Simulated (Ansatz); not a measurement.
# C2H7GaO (SMILES CC[O][GaH2]): a first try and a second

Aim: the energy of C2H7GaO at MRCISD+Q(relaxed)(6,4)/ANO-RCC-VDZ (sfX2C, density fitting with cc-pVTZ-jkfit, cc-pVTZ-rifit for correlation).

The results are computed with Ansatz 0.2.0.

6 further runs of the same task are left out: 1 that didn't finish, 5 set aside as unsound or not needed.

## (1) The system as given

C2H7GaO has 11 atoms, charge 0, and is taken as a singlet. As SMILES, `CC[O][GaH2]`. The coordinates come from a PBE0-D4/def2-TZVP relaxation. This is one conformer, not always the lowest.

Bond lengths: C1–C2 1.512 Å, C2–O3 1.403 Å, O3–Ga4 1.780 Å, C1–H5 1.093 Å, C1–H6 1.094 Å, C1–H7 1.094 Å, C2–H8 1.098 Å, C2–H9 1.098 Å, Ga4–H10 1.561 Å, Ga4–H11 1.557 Å. Some angles: C1–C2–O3 115.5°, C2–O3–Ga4 131.5°, C1–C2–H8 109.3°, C1–C2–H9 109.3°, O3–C2–H8 108.0°, O3–C2–H9 108.0°, C2–C1–H5 110.0°, C2–C1–H6 111.5°, C2–C1–H7 111.5°, O3–Ga4–H10 120.8°.

## (2) Try one

molecule.yaml reads:

```yaml
basis:
  gaussian:
    orbitals: ANO-RCC-VDZ.json
    fitting:
      mean_field: cc-pVTZ-jkfit
      correlation: cc-pVTZ-rifit
crystal:
  periodic: [false, false, false]
  atoms:
    - {symbol: C, position_ang: [-0.350000, 1.241000, 0.150900]}
    - {symbol: C, position_ang: [-0.953100, -0.089400, 0.543000]}
    - {symbol: O, position_ang: [-0.214800, -1.221800, 0.168500]}
    - {symbol: Ga, position_ang: [1.330300, -1.387400, -0.699400]}
    - {symbol: H, position_ang: [-0.996200, 2.056600, 0.485600]}
    - {symbol: H, position_ang: [0.634400, 1.384000, 0.605500]}
    - {symbol: H, position_ang: [-0.236700, 1.325400, -0.933600]}
    - {symbol: D, position_ang: [-1.089200, -0.118800, 1.632300]}
    - {symbol: H, position_ang: [-1.955000, -0.177300, 0.102100]}
    - {symbol: H, position_ang: [2.110300, -0.126600, -1.189100]}
    - {symbol: H, position_ang: [1.720000, -2.885700, -0.865800]}
correlation:
  method: fic_mrcisd_q_relaxed
  active_space:
    window: {electrons: 6, orbitals: 4}
  electrons: all
```

On the command line:

```console
$ ansatz run molecule.yaml --threads 1 --pin off --max-ram 2610MiB --events-out events.jsonl --progress --plain --runs-dir runs
```

What it wrote:

```text
Error: YAML parse error: error: line 17 column 16: `D` is not an element symbol (H … Og, case-exact)
  --> <input>:17:16
   |
15 |     - {symbol: H, position_ang: [0.634400, 1.384000, 0.605500]}
16 |     - {symbol: H, position_ang: [-0.236700, 1.325400, -0.933600]}
17 |     - {symbol: D, position_ang: [-1.089200, -0.118800, 1.632300]}
   |                ^ `D` is not an element symbol (H … Og, case-exact)
18 |     - {symbol: H, position_ang: [-1.955000, -0.177300, 0.102100]}
19 |     - {symbol: H, position_ang: [2.110300, -0.126600, -1.189100]}
   |
```

It took 0.06 s on 1 thread of AMD EPYC 7R43 (Zen 3), shared host.

## (3) Reading the log

The program refused the input.

The telling line is `Error: YAML parse error: error: line 17 column 16: 'D' is not an element symbol`. The fault: an element symbol is mistyped. The culprit stands in `- {symbol: D, position_ang: [-1.089200, -0.118800, 1.632300]}`.

## (4) The mended input

molecule.yaml: that of step 2 with these lines changed.

```diff
@@ -16,3 +16,3 @@
     - {symbol: H, position_ang: [-0.236700, 1.325400, -0.933600]}
-    - {symbol: D, position_ang: [-1.089200, -0.118800, 1.632300]}
+    - {symbol: H, position_ang: [-1.089200, -0.118800, 1.632300]}
     - {symbol: H, position_ang: [-1.955000, -0.177300, 0.102100]}
@@ -25 +25,3 @@
   electrons: all
+output:
+  orbitals: {seedname: orbitals}
```

The basis set ANO-RCC-VDZ is read from a file made from the Basis Set Exchange's data (not shown).

On the command line:

```console
$ ansatz run molecule.yaml --threads 1 --pin off --max-ram 2610MiB --events-out events.jsonl --progress --plain --runs-dir runs
```

What it wrote:

```text
Warning: RAYON_NUM_THREADS=1 ignored (pool sized by the plan → 1); use --threads N
[... 36 lines left out ...]
Total energy: -57071.29246232 eV, -2097.3313136789 hartree
Relativity: scalar
```

Wall time 1.8 min (1 thread of AMD EPYC 7R43 (Zen 3), shared host).

## (5) Outcome

Level: MRCISD+Q(relaxed)(6,4)/ANO-RCC-VDZ (sfX2C, density fitting with cc-pVTZ-jkfit, cc-pVTZ-rifit for correlation).

| quantity | value |
| --- | --- |
| total energy | -2097.33131 Eh |
